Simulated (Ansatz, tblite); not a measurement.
# C₃₀H₁₈O: one state, many levels

One table from this session's results is given with a row withheld; the runs are named, their logs left out.

The runs use Ansatz 0.2.0, Gaussian basis; as each input shows.

Levels to be run: GFN1-xTB, GFN2-xTB, PBE-D4/def2-TZVP, r2SCAN-D4/def2-TZVP, BHLYP-D4/def2-TZVP, BLYP-D4/def2-TZVP, LDA/def2-TZVP, PBE-D4/def2-SVP, PBE0-D4/def2-SVP, HF/STO-3G, MP2/def2-SVP, RPA/def2-SVP.

## The geometry

The singlet was relaxed beforehand with PBE-D4/def2-SVP.

49 atoms, charge 0, spin multiplicity 1.

Bond lengths: O1–C2 1.360 Å, O1–H32 0.975 Å, C2–C3 1.381 Å, C2–C31 1.437 Å, C3–C4 1.428 Å, C3–H33 1.100 Å, C4–C5 1.457 Å, C4–C25 1.421 Å, C5–C6 1.419 Å, C5–C10 1.437 Å, C6–C7 1.391 Å, C6–H34 1.098 Å, C7–C8 1.410 Å, C7–H35 1.100 Å, C8–C9 1.391 Å, C8–H36 1.101 Å, C9–C10 1.425 Å, C9–H37 1.097 Å and more. Angles: C2–O1–H32 108.5°, O1–C2–C3 123.1°, O1–C2–C31 116.5°, C3–C2–C31 120.2°, C2–C3–C4 121.9°, C2–C3–H33 118.2°, C4–C3–H33 119.9°, C3–C4–C5 121.1°, C3–C4–C25 119.5°, C5–C4–C25 119.4°, C4–C5–C6 121.9°, C4–C5–C10 119.3°, C6–C5–C10 118.7°, C5–C6–C7 121.9°, C5–C6–H34 119.6°, C7–C6–H34 118.5°, C6–C7–C8 119.5°, C6–C7–H35 120.0° and more.

PBE0-D4/def2-TZVP was run before; its log isn't repeated, and its numbers join the tables.

The first run:

Tight binding, by tblite at 300 K electronic temperature and without a spin-polarisation term:

```python
tblite.interface.Calculator('GFN1-xTB', numbers, positions, charge=0, uhf=0).singlepoint()
```

Tight binding, by tblite at 300 K electronic temperature and without a spin-polarisation term:

```python
tblite.interface.Calculator('GFN2-xTB', numbers, positions, charge=0, uhf=0).singlepoint()
```

start.molden holds the orbitals of an earlier run on this state, given as this run's starting guess.

in.yaml

```yaml
crystal:
  periodic: [false, false, false]
  atoms:
    - {symbol: O, position_ang: [4.743644, -2.160099, 1.637208]}
    - {symbol: C, position_ang: [3.556486, -1.662371, 1.198245]}
    - {symbol: C, position_ang: [2.332979, -2.140424, 1.625597]}
    - {symbol: C, position_ang: [1.103177, -1.551837, 1.200102]}
    - {symbol: C, position_ang: [-0.179298, -2.082425, 1.644359]}
    - {symbol: C, position_ang: [-0.270208, -3.094294, 2.634837]}
    - {symbol: C, position_ang: [-1.494834, -3.600243, 3.058821]}
    - {symbol: C, position_ang: [-2.686916, -3.075230, 2.518743]}
    - {symbol: C, position_ang: [-2.629790, -2.087923, 1.540367]}
    - {symbol: C, position_ang: [-1.389786, -1.585022, 1.051571]}
    - {symbol: C, position_ang: [-1.327646, -0.467890, 0.121706]}
    - {symbol: C, position_ang: [-2.450651, -0.027357, -0.703375]}
    - {symbol: C, position_ang: [-3.456209, -0.931791, -1.144773]}
    - {symbol: C, position_ang: [-4.474501, -0.528732, -2.006117]}
    - {symbol: C, position_ang: [-4.522702, 0.801930, -2.467383]}
    - {symbol: C, position_ang: [-3.524125, 1.695892, -2.087472]}
    - {symbol: C, position_ang: [-2.473373, 1.308797, -1.220388]}
    - {symbol: C, position_ang: [-1.405119, 2.225188, -0.837725]}
    - {symbol: C, position_ang: [-1.515647, 3.628732, -1.004863]}
    - {symbol: C, position_ang: [-0.499641, 4.490575, -0.600378]}
    - {symbol: C, position_ang: [0.656642, 3.965868, 0.014469]}
    - {symbol: C, position_ang: [0.792289, 2.591503, 0.181831]}
    - {symbol: C, position_ang: [-0.211933, 1.686686, -0.261329]}
    - {symbol: C, position_ang: [-0.117631, 0.254231, 0.026076]}
    - {symbol: C, position_ang: [1.130228, -0.422772, 0.338097]}
    - {symbol: C, position_ang: [2.396224, -0.065769, -0.288655]}
    - {symbol: C, position_ang: [2.484138, 0.768048, -1.442059]}
    - {symbol: C, position_ang: [3.706577, 1.092256, -2.016897]}
    - {symbol: C, position_ang: [4.914271, 0.595552, -1.470732]}
    - {symbol: C, position_ang: [4.867129, -0.277319, -0.392431]}
    - {symbol: C, position_ang: [3.622071, -0.643938, 0.186123]}
    - {symbol: H, position_ang: [4.562500, -2.854468, 2.297474]}
    - {symbol: H, position_ang: [2.321488, -2.995435, 2.317510]}
    - {symbol: H, position_ang: [0.646452, -3.480706, 3.100191]}
    - {symbol: H, position_ang: [-1.529321, -4.382453, 3.832127]}
    - {symbol: H, position_ang: [-3.664218, -3.424498, 2.885069]}
    - {symbol: H, position_ang: [-3.566880, -1.646017, 1.179742]}
    - {symbol: H, position_ang: [-3.396010, -1.987277, -0.849336]}
    - {symbol: H, position_ang: [-5.222986, -1.261187, -2.344749]}
    - {symbol: H, position_ang: [-5.321941, 1.125876, -3.151027]}
    - {symbol: H, position_ang: [-3.533932, 2.715759, -2.497229]}
    - {symbol: H, position_ang: [-2.436844, 4.050579, -1.431170]}
    - {symbol: H, position_ang: [-0.614503, 5.577217, -0.731671]}
    - {symbol: H, position_ang: [1.444926, 4.640544, 0.381310]}
    - {symbol: H, position_ang: [1.678828, 2.195486, 0.693729]}
    - {symbol: H, position_ang: [1.562968, 1.149090, -1.899575]}
    - {symbol: H, position_ang: [3.729785, 1.732179, -2.912159]}
    - {symbol: H, position_ang: [5.880471, 0.870820, -1.920066]}
    - {symbol: H, position_ang: [5.783370, -0.725331, 0.016274]}
basis:
  gaussian: {orbitals: def2-TZVP, fitting: {mean_field: def2-universal-jkfit}, initial_orbitals: start.molden}
hamiltonian: {xc: pbe, dispersion: d4}
scf: {omitted_lower_state_checks: [starts]}
output: {orbitals: {seedname: orbitals}}
```

Run with:

```console
$ ansatz run in.yaml --threads 2 --pin off --events-out ev --progress --plain --max-ram 32768MiB --backend cuda --devices 0, --max-vram 18GiB
```

Among the steps run: PBE-D4/def2-TZVP; r2SCAN-D4/def2-TZVP; BHLYP-D4/def2-TZVP; BLYP-D4/def2-TZVP; LDA/def2-TZVP; PBE-D4/def2-SVP; PBE0-D4/def2-SVP; HF/STO-3G; MP2/def2-SVP; RPA/def2-SVP.

One of the session's tables, all rows but one given; the rest of the session is left out.

It belongs to the step «Binding energy». 

| level | binding an atom (eV) |
| --- | --- |
| HF/STO-3G | 4.613 |
| HF/def2-SVP | 4.140 |
| LDA/def2-TZVP | 6.445 |
| PBE-D4/def2-SVP | 5.873 |
| PBE-D4/def2-TZVP | 5.774 |
| BLYP-D4/def2-TZVP | 5.546 |
| r2SCAN-D4/def2-TZVP | 5.574 |
| PBE0-D4/def2-SVP | ? |
| PBE0-D4/def2-TZVP | 5.642 |
| BHLYP-D4/def2-TZVP | 5.324 |
| MP2/def2-SVP | 5.516 |

Estimate the missing values for PBE0-D4/def2-SVP.

**Answer.** binding an atom (eV): 5.743. In the column «binding an atom (eV)» it lies between PBE0-D4/def2-TZVP (5.642) and PBE-D4/def2-TZVP (5.774).

Limits of these values: Free atoms were run apart at each level; binding is atoms less cluster, divided by the number of atoms, without zero-point or spin-orbit terms.
